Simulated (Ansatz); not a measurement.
**NiF in Ansatz: convergence with scf exx energy threshold**

Input of the first run (scf exx energy threshold 0.01); the others differ in this setting and in those tied to it:

Contents of input.yaml:

```yaml
crystal:
  lattice:
    - [0.0, 2.33484158, 2.33484158]
    - [2.33484158, 0.0, 2.33484158]
    - [2.33484158, 2.33484158, 0.0]
  atoms:
    - { symbol: Ni, position: [0.0, 0.0, 0.0], spin: 1.0 }
    - { symbol: F, position: [0.75, 0.75, 0.75] }
hamiltonian:
  xc: pbe0
  pseudopotentials: { kind: paw }
magnetization:
  spin_polarized: true
kpoints:
  mp_grid: { grid: [5, 5, 5] }
scf:
  occupations: { method: methfessel_paxton, width: 0.1 }
  exx: { energy_threshold: 0.01 }
output:
  forces: true
  stress: true
  eigenvalues: true
```

Potentials or basis: Ansatz PAW.

The run is started by

```sh
$ ansatz run input.yaml --threads 2 --pin off --max-ram 5632MiB --backend cpu --events-out ev --progress --plain --runs-dir out
```

The cell was built by a generator and needn't be a form met in nature.

Hardware: 2 threads of Arm Neoverse V1 (shared host).

```tsv
scf exx energy threshold	energy less the tightest run, at zero smearing (meV/atom)	SCF cycles	CPU time (s)	peak memory (GiB)
0.01	0.00	50	39	0.62
0.001	0.00	51	39	0.62
0.0001	0.00	51	39	0.62
1e-05	0.00	53	41	0.62
1e-06	0.00	53	41	0.62
1e-07	0.00	59	42	0.62
```

Against the tightest run, the energy stays within 1 meV/atom from 0.01 on. The tightest run that finished is the yardstick and may itself not be fully converged.

Caveat, for the tightest run too: the k mesh is coarse (spacing up to 0.47 Å⁻¹), so the values aren't converged, least of all with exact exchange; the magnetic or orbital state may not be the lowest; a cell with one magnetic atom can't hold antiferromagnetic order, which such compounds often take.
